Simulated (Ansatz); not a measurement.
## ZnW2Se4 under changes of volume

One of the cells (24.360 Å³/atom); the others are scaled copies at fixed shape and fractional positions:

```
W Se Zn
1.0
     3.31123    0.00000    0.00000
    -1.65561    2.86761    0.00000
     0.00000    0.00000   17.95801
W Se Zn
2 4 1
Direct
  0.33333 0.66667 0.24043
  0.00000 0.00000 0.77426
  0.00000 0.00000 0.33466
  0.33333 0.66667 0.68002
  0.33333 0.66667 0.86821
  0.00000 0.00000 0.14627
  0.00000 0.00000 0.51315
```

The cell comes from a database or a generator and needn't be the stable form of this composition.

* Program: Ansatz 0.2.0
* Functional: PBE
* Potentials or basis: Ansatz PAW
* Cutoff: 420 eV (not typed: the program's choice for these potentials)
* k mesh: 9 × 9 × 2
* Occupations: fermi-dirac, width 0.05 eV
* Spin: no spin polarisation

```tsv
volume (Å³/atom)	energy over the lowest point (meV/atom)	pressure (GPa)	gap on the mesh (eV)	largest force (eV/Å)
22.898	25.24	6.3	0.16	1.003
23.385	9.89	3.8	0.21	0.605
23.872	1.72	1.6	0.25	0.238
24.360	0.00	-0.4	0.29	0.190
24.847	?	?	?	?
25.334	13.31	-3.8	0.36	0.759
25.821	27.20	-5.3	0.39	1.012
```

Question: What does the run at 24.847 Å³/atom give?

Answer: Energy over the lowest point 4.06 meV/atom; pressure -2.2 GPa; gap on the mesh 0.32 eV; largest force 0.486 eV/Å.

Worked out: A Birch-Murnaghan fit of order 3 (a polynomial in V^(-2/3)) to the other rows has its minimum at 24.25 Å³/atom with B0 = V·E''(V) = 97 GPa and B' = 4.4 at fixed shape and positions, which overstates the stiffness. It gives 4.06 meV/atom at 24.847 Å³/atom, against the run's 4.06, and -dE/dV = -2.2 GPa, against -2.2. A straight line through the other rows of the gap, of slope 1.9 eV per unit of ln V, gives 0.32 eV, against the run's 0.32.

Energies are extrapolated to zero smearing.

Caveats: odd divisions of the mesh miss points on the zone boundary, where band edges often lie, so the gap on the mesh can be too wide; spin-orbit coupling is left out, which moves the levels of the heavy elements; forces of over 1 eV/Å show positions far from the minimum, so gaps and moduli don't describe the material at rest (some runs).

A mesh can miss the band edges.
